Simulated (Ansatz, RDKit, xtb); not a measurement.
**GeSiH6SO: ranking a sample of isomers**

A sample of isomers of GeSiH6SO is drawn. Aim: find which of them has the lowest free energy at 298.15 K, then its properties. The sample is small against all isomers, and the most stable one of this formula need not be in it.

Plan: many cheap relaxations first (GFN2-xTB), then density-functional screening, relaxation at r2SCAN-D4/def2-SVP, vibrations (at GFN2-xTB) and a final energy. The numbers are computed, not measured.

**1. Candidates**

Isomers were taken from a list of plausible structures; this is a sample, not all of them. That gives 4 candidates.

```csv
label,SMILES,spin
c416,[OH][Ge@@H]([SiH3])[SH],singlet
c687,O[Si@@H](S)[GeH3],singlet
c783,[OH][GeH2][SiH2]S,singlet
c879,O[SiH2][GeH2][SH],singlet
```

Candidates are built by distance geometry, with a force field where one applies, in up to four conformers (letters a to d).

**Question.** With final energies at CCSD(T)/def2-SVP + MP2/def2-TZVPP - MP2/def2-SVP, which structure will this search put lowest in free energy, and by what margin?

| quantity | value |
| --- | --- |
| lowest structure found | O[Si@@H](S)[GeH3], singlet |
| next finalist | O[SiH2][GeH2][SH], singlet, 4.9 kcal/mol higher in G |
| share at equilibrium, among the finalists | 100.0 % |

The search ends on `O[Si@@H](S)[GeH3]`. The margin of 4.9 kcal/mol over the next finalist is beyond the usual error of the last level; it says nothing of structures that weren't ranked. HF/STO-3G, r2SCAN-D4/def2-SVP, r2SCAN-D4/def2-SVP, relaxed, HF/def2-SVP and MP2/def2-SVP already put its bonding pattern lowest among the structures in one piece; GFN2-xTB favours the singlet O[SiH2][GeH2][SH]. One minimum inside the window was never screened. The search is not exhaustive (a finite list of starts, one conformer a finalist), so a lower isomer can't be ruled out. Only 4 drawn patterns were tried, so whole families of isomers are missing, and the result ranks this sample alone.
